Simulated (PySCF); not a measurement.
NZnClH2, in a box:

```xyz
5
Lattice="13.0000 0.0000 0.0000 0.0000 13.0000 0.0000 0.0000 0.0000 12.0000" Properties=species:S:1:pos:R:3 pbc="T T T"
N     5.6209    7.6615    5.7621
Zn    6.6795    6.3294    6.3878
Cl    8.0346    4.8804    7.0551
H     4.9914    7.4072    5.0129
H     5.0859    8.1616    6.4591
```

Base run:

| Quantity | Value |
| --- | --- |
| Program | PySCF 2.14.0 |
| Functional | PBEsol0 |
| Potentials or basis | 6-31g* (all-electron) |
| k mesh | 1 × 1 × 1 |
| Occupations | fixed |
| Spin | no spin polarisation |

Its results: gap between the frontier levels 6.41 eV.

Task: After a change of settings the same cell gave: gap between the frontier levels 4.13 eV. Which change was it?
A. functional from PBEsol0 to HSE06; dispersion from none to D4
B. functional from PBEsol0 to SCAN; dispersion from none to D3
C. functional from PBEsol0 to PBE

Result: C.

PBEsol0 gives the wider gap, since exact exchange removes part of the self-interaction.

Caveats: this is a molecule in a periodic box at the Γ point, so its band gap is the HOMO-LUMO gap; the basis of atomic orbitals isn't converged, which shifts pressures, moduli and gaps.
